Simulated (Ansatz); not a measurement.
# Re3B: the cost of one run

Computed with Ansatz 0.2.0 (DFT PBEsol, scalar-relativistic, plane waves, PAW, unless a step's input says otherwise).

1 further run of the same task is left out (set aside as unsound or not needed).

### Step 1. The starting structure

Symmetry: Cmcm, No. 63, orthorhombic system. The conventional cell has a = 2.881 Å, b = 9.326 Å, c = 7.272 Å, α = 90.00°, β = 90.00°, γ = 90.00°. Around Re (site symmetry m2m) lie 2 B at 2.21 Å. Re (site symmetry m) has 3 B at 2.23 to 2.56 Å as nearest neighbours. B (site symmetry m2m) has 8 Re at 2.21 to 2.56 Å as nearest neighbours.

As a file:

```cif
data_structure
_symmetry_space_group_name_H-M 'Cmcm'
_symmetry_Int_Tables_number 63
_cell_length_a 2.8811
_cell_length_b 9.3263
_cell_length_c 7.2717
_cell_angle_alpha 90.000
_cell_angle_beta 90.000
_cell_angle_gamma 90.000
_cell_volume 195.40
loop_
_atom_site_label
_atom_site_type_symbol
_atom_site_symmetry_multiplicity
_atom_site_Wyckoff_symbol
_atom_site_fract_x
_atom_site_fract_y
_atom_site_fract_z
_atom_site_occupancy
Re1 Re 4 c 0.00000 0.42447 0.75000 1
Re2 Re 8 f 0.00000 0.13306 0.56498 1
B1 B 4 c 0.50000 0.24547 0.75000 1
```

It is the result of an earlier relaxation at this level (volume 12.21 Å³/atom; gap on the mesh: none (metal)).

### Step 2. The cell scaled to 0.97 of its volume

Input file input.yaml:

```yaml
crystal:
  lattice:
    - [1.4260176056, -4.6160595204, 0.0]
    - [1.4260176056, 4.6160595204, 0.0]
    - [0.0, 0.0, 7.1982923741]
  atoms:
    - { symbol: Re, position: [0.5755337005, 0.4244662995, 0.25] }
    - { symbol: Re, position: [0.4244662995, 0.5755337005, 0.75] }
    - { symbol: Re, position: [0.8669362583, 0.1330637417, 0.0649778472] }
    - { symbol: Re, position: [0.1330637417, 0.8669362583, 0.5649778472] }
    - { symbol: Re, position: [0.1330637417, 0.8669362583, 0.9350221528] }
    - { symbol: Re, position: [0.8669362583, 0.1330637417, 0.4350221528] }
    - { symbol: B, position: [0.2545326778, 0.7454673222, 0.25] }
    - { symbol: B, position: [0.7454673222, 0.2545326778, 0.75] }
basis:
  ecutwfc: 420
kpoints:
  mp_grid: { grid: [12, 12, 6] }
hamiltonian:
  xc: pbesol
scf:
  occupations: { method: gaussian, width: 0.1 }
output:
  forces: true
  stress: true
  eigenvalues: true
relax:
  adjacent_minimum: "off"
  f_tol: 0.01
  max_steps: 30
  cell: { stress_tol: 0.1, fix: [volume] }
```

Launch:

```console
$ ansatz run input.yaml --threads 2 --pin off --max-ram 5120MiB --backend cpu --events-out ev --progress --plain --runs-dir out
```

What time and memory should one allow on 2 threads of Intel Xeon at 2.50GHz (Skylake/Cascade Lake), shared host?

About 3.1 min, with a peak of 0.92 GiB.
